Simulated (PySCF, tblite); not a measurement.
# C₇H₁₁S radical: geometry, infrared bands and EPR parameters

What infrared bands and EPR parameters should C₇H₁₁S radical (`CCC12C[C](CS1)C2`) show?

The runs use tblite 0.8.0 and PySCF 2.14.0, with density-fitted response routines of our own; the level of theory stands in each step. All values are computed, except where a source is named. Atoms are numbered from 0 throughout.

## Step 1: The starting structure

19 atoms, charge 0, multiplicity 2; geometry from: force field or distance geometry start.

Bonds of the start (Å): C0–C1 1.50, C1–C2 1.46, C2–C3 1.52, C3–C4 1.54, C4–C5 1.53, C5–S6 1.84, C4–C7 1.51, S6–C2 1.83, C7–C2 1.47, C0–H8 1.11, C0–H9 1.13, C0–H10 1.12, C1–H11 1.11, C1–H12 1.11, C3–H13 1.11, C3–H14 1.08, C5–H15 1.10, C5–H16 1.10, C7–H17 1.11, C7–H18 1.11.

## Step 2: Optimising the geometry with GFN2-xTB

The job: settings as JSON, then the geometry in Å.

```
{"job": {"kind": "relax", "xc": "GFN2-xTB", "basis": "xTB"}, "charge": 0, "multiplicity": 2}
C     -2.385900    -0.666000    -0.513800
C     -1.455900     0.485200    -0.287000
C     -0.038300     0.172800    -0.141000
C      0.947700     1.304800     0.086500
C      1.875900     0.197700     0.620100
C      2.410600    -0.531800    -0.618600
S      0.822600    -0.652900    -1.532900
C      0.593000    -0.494000     1.005800
H     -1.902700    -1.585400    -0.896000
H     -2.909400    -0.877800     0.468200
H     -3.197800    -0.297600    -1.192900
H     -1.812200     1.113000     0.562000
H     -1.570900     1.131700    -1.186100
H      0.553300     1.926400     0.920500
H      1.276200     1.835400    -0.791600
H      2.813300    -1.519300    -0.356300
H      3.125100     0.138300    -1.111000
H      0.230900    -0.068700     1.965300
H      0.614700    -1.602600     1.006400
```

Run with:

```
> OMP_NUM_THREADS=1 python probes_run.py task.json out
```

This one command runs all jobs of the session in turn.

Standard output:

```text
step      E/eV     max force
  0    -645.43057    3.513
  1    -645.81948    0.954
  2    -645.92464    0.559
  3    -645.98265    0.443
  4    -646.01906    0.363
  5    -646.04147    0.364
  6    -646.05434    0.289
  7    -646.06293    0.173
  8    -646.06766    0.128
  9    -646.07070    0.116
 10    -646.07324    0.131
 11    -646.07629    0.172
 12    -646.08031    0.187
 13    -646.08477    0.170
 14    -646.08898    0.171
 15    -646.09304    0.158
 16    -646.09737    0.215
 17    -646.10203    0.203
 18    -646.10649    0.183
 19    -646.11048    0.164
 20    -646.11474    0.166
 21    -646.11968    0.204
 22    -646.12438    0.171
 23    -646.12809    0.171
 24    -646.13121    0.141
 25    -646.13458    0.151
 26    -646.13866    0.174
 27    -646.14271    0.186
 28    -646.14555    0.134
 29    -646.14752    0.113
 30    -646.14945    0.148
 31    -646.15130    0.130
 32    -646.15273    0.146
 33    -646.15463    0.112
 34    -646.15706    0.110
 35    -646.15919    0.104
 36    -646.16127    0.105
 37    -646.16258    0.090
 38    -646.16364    0.064
 39    -646.16461    0.069
 40    -646.16567    0.069
 41    -646.16675    0.065
 42    -646.16779    0.080
 43    -646.16875    0.064
 44    -646.16964    0.076
 45    -646.17044    0.066
 46    -646.17124    0.061
 47    -646.17192    0.052
 48    -646.17249    0.061
 49    -646.17311    0.060
 50    -646.17361    0.055
 51    -646.17402    0.055
 52    -646.17437    0.046
 53    -646.17470    0.044
 54    -646.17497    0.043
 55    -646.17515    0.038
 56    -646.17529    0.031
 57    -646.17543    0.025
 58    -646.17557    0.032
 59    -646.17570    0.029
 60    -646.17580    0.021
 61    -646.17588    0.019
 62    -646.17596    0.020
 63    -646.17604    0.026
 64    -646.17612    0.021
 65    -646.17620    0.016
 66    -646.17627    0.018
 67    -646.17632    0.017
 68    -646.17636    0.014
 69    -646.17638    0.008
```

It took 0.51 s on 1 thread of Arm Neoverse V1, shared host.

Step by step: (not every step is listed)

```csv
step,energy from step 0 (eV),largest force (eV/Å)
0,0.0000,3.5134
1,-0.3889,0.9541
2,-0.4941,0.5594
3,-0.5521,0.4425
4,-0.5885,0.3633
5,-0.6109,0.3642
6,-0.6238,0.2887
7,-0.6324,0.1732
8,-0.6371,0.1283
13,-0.6542,0.1700
18,-0.6759,0.1826
23,-0.6975,0.1706
28,-0.7150,0.1341
33,-0.7241,0.1121
38,-0.7331,0.0637
43,-0.7382,0.0636
48,-0.7419,0.0607
53,-0.7441,0.0440
58,-0.7450,0.0319
63,-0.7455,0.0264
64,-0.7455,0.0214
65,-0.7456,0.0164
66,-0.7457,0.0179
67,-0.7458,0.0168
68,-0.7458,0.0139
69,-0.7458,0.0077
```

Distances of close pairs at the start and the end, largest changes first:

```csv
bond,before (Å),after (Å),change (Å)
C2–C7,1.469,1.545,+0.076
C4–C5,1.534,1.469,-0.064
C5–S6,1.836,1.900,+0.063
C1–C2,1.459,1.510,+0.051
C0–H9,1.133,1.088,-0.045
C0–H10,1.121,1.087,-0.034
C0–C1,1.497,1.524,+0.026
C2–C3,1.518,1.545,+0.026
```

The next job starts from the end point, and lists it.

## Step 3: Infrared spectrum with GFN2-xTB

The job: settings as JSON, then the geometry in Å.

```
{"job": {"kind": "ir", "xc": "GFN2-xTB", "basis": "xTB"}, "charge": 0, "multiplicity": 2}
C     -2.323029    -0.699578    -0.468527
C     -1.486149     0.572046    -0.403724
C     -0.021851     0.264519    -0.198592
C      1.005105     1.373250     0.120574
C      1.781068     0.172859     0.622639
C      2.357204    -0.544585    -0.522938
S      0.792789    -0.640255    -1.596381
C      0.490897    -0.502852     1.040100
H     -1.962382    -1.342743    -1.267718
H     -2.262104    -1.243580     0.471166
H     -3.364388    -0.455298    -0.661185
H     -1.829540     1.204398     0.419867
H     -1.591177     1.137494    -1.332822
H      0.655365     2.040303     0.904539
H      1.425490     1.937042    -0.708618
H      2.684829    -1.559905    -0.316231
H      3.114207     0.004283    -1.076834
H      0.062838    -0.118771     1.962523
H      0.461024    -1.589378     1.019865
```

Standard output:

```text
mode    cm-1     km/mol
  1      75.5      0.24
  2     159.1      0.79
  3     196.0      0.53
  4     256.2      2.18
  5     294.8      1.06
  6     398.3      1.29
  7     413.4      0.36
  8     442.8      0.19
  9     463.7      2.97
 10     538.4     10.67
 11     600.2      0.54
 12     692.2      0.48
 13     814.7      6.34
 14     860.1      5.31
 15     865.9      0.56
 16     917.1      0.57
 17     930.5     10.81
 18     935.1      0.27
 19     983.3      0.35
 20    1003.5      5.39
 21    1024.3      4.50
 22    1036.1      4.55
 23    1065.8      3.81
 24    1099.6      3.21
 25    1125.5      4.58
 26    1146.0      3.39
 27    1148.0      1.63
 28    1162.7      7.34
 29    1189.0      5.56
 30    1238.6      7.73
 31    1252.4      5.32
 32    1267.4      7.38
 33    1324.4      0.89
 34    1409.5      6.78
 35    1453.0      0.51
 36    1459.7      3.02
 37    1468.1      0.91
 38    1482.9      1.58
 39    1494.6      4.16
 40    1499.6      3.54
 41    2955.5     31.74
 42    2976.1     16.49
 43    3013.2      1.06
 44    3017.8      3.92
 45    3019.8     43.63
 46    3020.6     17.29
 47    3021.6     44.87
 48    3023.1     41.09
 49    3039.1     34.85
 50    3042.6     42.57
 51    3045.0     14.65
```

Run time: 0.7 s. Hardware: 1 thread of Arm Neoverse V1, shared host.

Which atoms move in the most intense modes:

```csv
cm⁻¹,km/mol,atoms
2956,31.7,H11 84 %
2976,16.5,H12 85 %
3020,43.6,"H17 46 %, H13 31 %"
3021,17.3,"H14 57 %, H18 16 %, H15 11 %"
3022,44.9,"H18 52 %, H16 28 %"
3023,41.1,"H15 54 %, H16 23 %"
3039,34.9,H9 81 %
3043,42.6,"H10 52 %, H8 36 %"
```

## Step 4: g tensor and hyperfine couplings: B3LYP/pcH-1

Settings changed since step 3:

```diff
@@ -1,2 +1,2 @@
-{"job": {"kind": "ir", "xc": "GFN2-xTB", "basis": "xTB"}, "charge": 0, "multiplicity": 2}
+{"job": {"kind": "epr", "basis": "pcH-1"}, "charge": 0, "multiplicity": 2}
 C     -2.323029    -0.699578    -0.468527
```

With the program's defaults for keys left out, this is: UKS B3LYP, pcH-1 on C H S, non-relativistic, mean-field spin-orbit, GIAO.

Standard output:

```text
UKS, coarse grid
  cycle   1  E = -671.42442874  |g| = 3.22e-01
  cycle   2  E = -671.42145569  |g| = 3.37e-01
  cycle   3  E = -671.47851837  |g| = 3.80e-02
  cycle   4  E = -671.47911743  |g| = 1.67e-02
  cycle   5  E = -671.47924285  |g| = 9.55e-03
  cycle   6  E = -671.47928798  |g| = 2.51e-03
  cycle   7  E = -671.47929152  |g| = 1.24e-03
  cycle   8  E = -671.47929227  |g| = 3.88e-04
UKS, final grid
  cycle   1  E = -671.47936818  |g| = 4.53e-04
  cycle   2  E = -671.47936810  |g| = 6.29e-04
  cycle   3  E = -671.47936829  |g| = 6.28e-05
  cycle   4  E = -671.47936829  |g| = 2.67e-05
E = -671.47936829 Eh   <S^2> = 0.7542 (exact 0.7500)
g shifts (ppm)      1          2          3
  rmc          -176       -176       -176
  gc              3         26         18
  oz_so         -88        230       6630
  total        -260         81       6473
hyperfine (MHz)  atom isotope    a_iso     a_fc   dipolar eigenvalues
    0   13C       1.68       1.68     -0.53     -0.41      0.94
    1   13C      16.62      16.63     -3.30     -2.88      6.17
    2   13C      95.63      95.74     -3.88     -3.54      7.43
    3   13C      -0.46      -0.45     -5.35     -2.81      8.16
    4   13C     264.09     264.18    -69.95    -68.89    138.84
    5   13C      27.85      27.86     -7.31     -0.06      7.37
    6   33S       0.57       0.34    -14.52    -13.98     28.50
    7   13C      -0.25      -0.24     -5.32     -2.81      8.13
    8    1H       1.14       1.15     -1.42     -0.49      1.91
    9    1H      -0.28      -0.28     -1.16     -0.72      1.88
   10    1H       3.78       3.78     -0.75     -0.55      1.30
   11    1H      -1.17      -1.17     -2.41     -0.81      3.22
   12    1H       2.16       2.16     -2.07     -0.55      2.63
   13    1H      20.10      20.09     -5.35     -4.45      9.80
   14    1H      -1.21      -1.21     -5.10     -2.94      8.05
   15    1H      10.71      10.71     -5.79     -3.57      9.36
   16    1H      11.15      11.16     -5.82     -3.58      9.40
   17    1H      20.05      20.04     -5.35     -4.44      9.78
   18    1H      -1.28      -1.27     -5.12     -2.95      8.08
```

It took 2.4 min on 1 thread of Arm Neoverse V1, shared host; peak memory 0.99 GiB.

Principal g values 2.00206, 2.00240, 2.00879; g(iso) = 2.00442, against 2.00232 for a free electron.

Hyperfine couplings; where a row names several nuclei, a(iso) is their mean (it holds for fast rotation or exchange) and the dipolar term the largest among them:

```
     nuclei  isotope  a(iso) (MHz)  a(iso) (G, at g = 2.0023)  largest dipolar term (MHz)
         C4      13C         264.1                       94.2                       138.8
         C2      13C          95.6                       34.1                         7.4
         C5      13C          27.9                        9.9                         7.4
   H13, H17       1H          20.1                        7.2                         9.8
         C1      13C          16.6                        5.9                         6.2
   H15, H16       1H          10.9                        3.9                         9.4
         C0      13C           1.7                        0.6                         0.9
H8, H9, H10       1H           1.5                        0.6                         1.9
   H14, H18       1H          -1.2                       -0.4                         8.1
         S6      33S           0.6                        0.2                        28.5
   H11, H12       1H           0.5                        0.2                         3.2
     C3, C7      13C          -0.4                       -0.1                         8.2
```

Mulliken spin populations:

C0 0.00; C1 0.03; C2 0.04; C3 -0.02; C4 0.87; C5 -0.06; S6 0.14; C7 -0.02; H8 0.00; H9 0.00; H10 0.00; H11 0.00; H12 0.00; H13 0.01; H14 0.00; H15 0.00; H16 0.00; H17 0.01; H18 0.00

In first order the couplings over 0.8 MHz of 1H give 108 distinct lines over 24.7 G, if the averaged nuclei exchange fast.

Orbitals, density, ELF and potential are computed afterwards from the orbital file.

ELF in a plane through or near 7 of the atoms.

Ten even steps from ' ' (0.00) to '@' (1.00):
```
                                                        
                                                        
                                                        
                                                        
                ..----....                              
                ==%%%%**==..      ::::..                
                ==%%@@##++--    --++++::                
                ..++**::##%%========**--                
                ..--++++%%##++%%::%%----..==**++        
          ..------==::..++..::@@++..%%**++@@@@@@==      
        ..==****==##==..==**++==--##**::%%@@@@@@**      
          ::====##::++::--==--..  ==--++++@@@@@@==      
          ..==%%##**==::----..    ++##**==++**==..      
          ::%%@@@@%%....----..    --**++::              
          --@@@@@@##    ::::..    ..::::..              
            ++@@%%::                                    
              ....                                      
                                                        
                                                        
                                                        
```
The map spans 12.0 Å across and 9.3 Å up, centred on the molecule. Atoms in the plane (x, y in Å): C0 (2.4, -0.6), C1 (1.5, 0.6), C2 (0.0, 0.3), C3 (-1.1, 1.3), C5 (-2.3, -0.7), H10 (3.4, -0.3), H15 (-2.6, -1.7).

log10 of the density (e/Å³) in the same plane.

Ten even steps from '0' (-4.0) to '9' (2.0):
```
0000000000000000000000000000
0000000000000000000000000000
0000000011222110000000000000
0000000123333221111100000000
0000001234444332232210000000
0000001345665443444331000000
0000012346666544555432100000
0000123456676666666543221000
0001233455666666796554432100
0001234556666777776665542100
0002345676656666567877643100
0002345687655655567876543100
0001345676655554456665432100
0001235676544443445554321000
0000234555444433334433210000
0000123443333322222221100000
0000012222222211111110000000
0000000111000000000000000000
0000000000000000000000000000
0000000000000000000000000000
```
The map spans 12.0 Å across and 9.3 Å up, centred on the molecule. Atoms in the plane (x, y in Å): C0 (2.4, -0.6), C1 (1.5, 0.6), C2 (0.0, 0.3), C3 (-1.1, 1.3), C5 (-2.3, -0.7), H10 (3.4, -0.3), H15 (-2.6, -1.7).

On the surface of density 0.002 e/bohr³ the electrostatic potential runs, from the 1st to the 99th percentile, from -1.04 V near S6 to 0.79 V near H17.

The spin density lies nearest to C4 69 %; S6 11 %.

## Step 5: Summary of results

```
                                 quantity                 value
strongest single infrared mode (GFN2-xTB)  3022 cm⁻¹, 45 km/mol
             zero-point energy (GFN2-xTB)        100.6 kcal/mol
                           g(iso) (B3LYP)               2.00442
                                     ⟨S²⟩    0.754 (exact 0.75)
       largest a(iso) (averaged by class)  13C on C4, 264.1 MHz
    surface potential, 1st and 99th percentile    -1.04 V and 0.79 V
```

What this shows: Over 69 steps the energy fell by 0.746 eV; of the close pairs, C2–C7 changed most, 1.469 to 1.545 Å. No mode is imaginary among the 51: a minimum at this level. GFN2-xTB is a fitted tight-binding method: band positions and strengths are rough. Its intensities can rank the bands wrongly. Most of the unpaired spin sits on C4 (0.87 e). The isotropic g lies 2.1 ppt above the free-electron value.
